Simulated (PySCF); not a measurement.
# AsBr⁺: basis, grid and Hamiltonian

Which parts of the numerical set-up matter for AsBr⁺? Each run edits the base script.

Method: method and basis as typed in the scripts; program: PySCF 2.14.0.

5 further runs of the same task are left out: 5 that didn't finish.

## (1) The system as given

AsBr⁺: 2 atoms, charge 1, spin multiplicity 2.

Bond lengths: As1–Br2 2.390 Å.

## (2) Base script

File input.py:

```python
from pyscf import gto, dft

mol = gto.M(
    atom='As 0 0 0; Br 0 0 2.39',
    basis='lanl2dz',
    ecp={'As': 'lanl2dz', 'Br': 'lanl2dz'},
    charge=1,
    spin=1,
    verbose=4,
)
mf = dft.UKS(mol, xc='wb97x')
mf.kernel()
mf.mulliken_pop()
mf.dip_moment()
print('orbital energies (hartree):', [e[max(0, n-3):n+3].round(4) for e, n in zip(mf.mo_energy, mol.nelec)])
```

Command:

```sh
OMP_NUM_THREADS=1 python input.py
```

Its log is not repeated here.

Base result: E(SCF) = -18.894367 Eh, ⟨S²⟩ = 0.764.

The bond length is a typed value, not an optimised one. The dipole of an ion depends on the origin.

## (3) Sto-3g (core potential off)

Variant 1 changes basis set: lanl2dz → sto-3g; core potential: on → off. The core potential changes with it: totals don't compare.

File input.py:

```python
from pyscf import gto, dft

mol = gto.M(
    atom='As 0 0 0; Br 0 0 2.39',
    basis='sto-3g',
    charge=1,
    spin=1,
    verbose=4,
)
mf = dft.UKS(mol, xc='wb97x')
mf.kernel()
mf.analyze()
print('orbital energies (hartree):', [e[max(0, n-3):n+3].round(4) for e, n in zip(mf.mo_energy, mol.nelec)])
```

Command:

```sh
OMP_NUM_THREADS=1 python input.py
```

## (4) Cartesian functions on

Variant 2 changes Cartesian functions: off → on.

Changes to input.py since step 2:

```diff
@@ -8,2 +8,3 @@
     spin=1,
+    cart=True,
     verbose=4,
```

## (5) Integration grid (20, 50)

Variant 3 changes integration grid: default → (20, 50).

Changes to input.py since step 2:

```diff
@@ -11,2 +11,3 @@
 mf = dft.UKS(mol, xc='wb97x')
+mf.grids.atom_grid = (20, 50)
 mf.kernel()
```

## (6) Cc-pvdz (core potential off)

Variant 4 changes basis set: lanl2dz → cc-pvdz; core potential: on → off. The core potential changes with it: totals don't compare.

File input.py:

```python
from pyscf import gto, dft

mol = gto.M(
    atom='As 0 0 0; Br 0 0 2.39',
    basis='cc-pvdz',
    charge=1,
    spin=1,
    verbose=4,
)
mf = dft.UKS(mol, xc='wb97x')
mf.kernel()
mf.analyze()
print('orbital energies (hartree):', [e[max(0, n-3):n+3].round(4) for e, n in zip(mf.mo_energy, mol.nelec)])
```

**Question.** What will these runs give? Wanted: for each run, E(SCF); from base; gap, α spin.

**Answer**, as computed:

| run | E(SCF) (hartree) | from base (eV) | cycles | gap, α spin (eV) | functions |
| --- | --- | --- | --- | --- | --- |
| base | -18.894367 | 0 | 25 | 6.25 | 16 |
| sto-3g (core potential off) | -4756.429505 | not comparable | 13 | 6.36 | 36 |
| Cartesian functions on | -18.894367 | 0.0000 | 25 | 6.25 | 16 |
| integration grid (20, 50) (poor choice) | -18.892641 | +0.0470 | 19 | 6.29 | 16 |
| cc-pvdz (core potential off) | -4809.684452 | not comparable | 14 | 6.50 | 54 |

What this shows: The SCF energy stays the same, to the digits that matter, with Cartesian functions on. The basis has no d shells, so the Cartesian switch can't act. The dearest run is “cc-pvdz (core potential off)”, at 13 s against 2.6 s. Rows marked «poor choice» come from settings spoiled on purpose.
